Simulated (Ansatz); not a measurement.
# CH5BOS2: one species, many methods

The task here is to estimate one member of a computed series from the others.

Computed with Ansatz 0.2.0, Gaussian basis. Level: functionals in def2-TZVPP, the program's frozen cores in correlated methods.

Plan: LDA (SPW92), PBE-D4, revPBE-D4, BLYP-D4, r2SCAN-D4, B97M-V, PBE0-D4, B3LYP-D4, r2SCANh-D4, r2SCAN0-D4, HSE06-D4, BHLYP-D4, CAM-B3LYP-D4, LC-ωPBE, ωB97X-V, ωB97M-V, B2PLYP, PBE-QIDH; CCSD(T)/def2-SVP; CCSD(T)/def2-TZVPP; MP2/def2-QZVPP; extrapolation to the limit; RPA on PBE.

### Structure used throughout

All runs share one geometry, relaxed beforehand with PBE0-D4 in a triple-zeta def2 set.

SMILES `COB(S)S`, 10 atoms, charge 0, spin multiplicity 1.

Atoms are counted from 1 here; the program's logs count them from 0.

Bond lengths: C1–O2 1.415 Å, C1–H6 1.089 Å, C1–H7 1.094 Å, C1–H8 1.094 Å, O2–B3 1.350 Å, B3–S4 1.814 Å, B3–S5 1.823 Å, S4–H9 1.343 Å, S5–H10 1.341 Å. Angles: O2–C1–H6 107.5°, O2–C1–H7 110.9°, O2–C1–H8 110.9°, H6–C1–H7 109.2°, H6–C1–H8 109.2°, H7–C1–H8 109.1°, C1–O2–B3 122.0°, O2–B3–S4 119.4°, O2–B3–S5 120.7°, S4–B3–S5 119.9°, B3–S4–H9 95.2°, B3–S5–H10 96.2°.

Set-up of the first run:

File in.yaml:

```yaml
crystal:
  periodic: [false, false, false]
  atoms:
    - {symbol: C, position_ang: [0.106612, -1.601318, -0.306289]}
    - {symbol: O, position_ang: [0.011538, -0.535482, 0.619857]}
    - {symbol: B, position_ang: [-0.041287, 0.753879, 0.223853]}
    - {symbol: S, position_ang: [-0.165520, 2.064155, 1.472173]}
    - {symbol: S, position_ang: [0.010760, 1.187344, -1.545671]}
    - {symbol: H, position_ang: [0.142612, -2.528838, 0.263463]}
    - {symbol: H, position_ang: [-0.763085, -1.620445, -0.969010]}
    - {symbol: H, position_ang: [1.014875, -1.514782, -0.909251]}
    - {symbol: H, position_ang: [-0.166022, 1.229214, 2.524694]}
    - {symbol: H, position_ang: [-0.067483, 2.514972, -1.370819]}
basis:
  gaussian: {orbitals: def2-TZVPP}
hamiltonian: {xc: lda}
output: {orbitals: {seedname: orbitals}}
```

Started as:

```bash
> ansatz run in.yaml --threads 4 --pin off --events-out ev --progress --plain --max-ram 10444MiB
```

Among the steps run: LDA; PBE-D4 (GGA); revPBE-D4 (GGA); BLYP-D4 (GGA); r2SCAN-D4 (meta-GGA); B97M-V (meta-GGA); PBE0-D4 (hybrid); B3LYP-D4 (hybrid); r2SCANh-D4 (hybrid); r2SCAN0-D4 (hybrid); HSE06-D4 (hybrid); BHLYP-D4 (hybrid); CAM-B3LYP-D4 (range-separated); LC-ωPBE (range-separated); ωB97X-V (range-separated); ωB97M-V (range-separated); B2PLYP (double hybrid); PBE-QIDH (double hybrid).

One table of the session follows, with a row left open; its other results are not shown here.

It belongs to the step «Orbital energies across the functionals». 

| functional | HOMO (eV) | gap (eV) |
| --- | --- | --- |
| LDA (SPW92) | -6.24 | 5.28 |
| PBE-D4 | -6.12 | 5.36 |
| revPBE-D4 | -6.07 | 5.42 |
| BLYP-D4 | -5.94 | 5.27 |
| r2SCAN-D4 | -6.41 | 5.99 |
| B97M-V | -6.49 | 5.92 |
| PBE0-D4 | -7.33 | 7.50 |
| B3LYP-D4 | -7.06 | 6.97 |
| r2SCANh-D4 | -6.85 | 6.76 |
| r2SCAN0-D4 | -7.51 | 7.92 |
| HSE06-D4 | -6.93 | 6.72 |
| BHLYP-D4 | -8.37 | 9.41 |
| CAM-B3LYP-D4 | -8.61 | 9.77 |
| LC-ωPBE | -10.03 | 12.47 |
| ωB97X-V | -9.66 | 11.90 |
| ωB97M-V | ? | ? |

**Question.** Estimate the row for ωB97M-V.

The run gave: HOMO (eV): -9.47; gap (eV): 11.41. In the column «HOMO (eV)» it lies between ωB97X-V (-9.66) and CAM-B3LYP-D4 (-8.61).
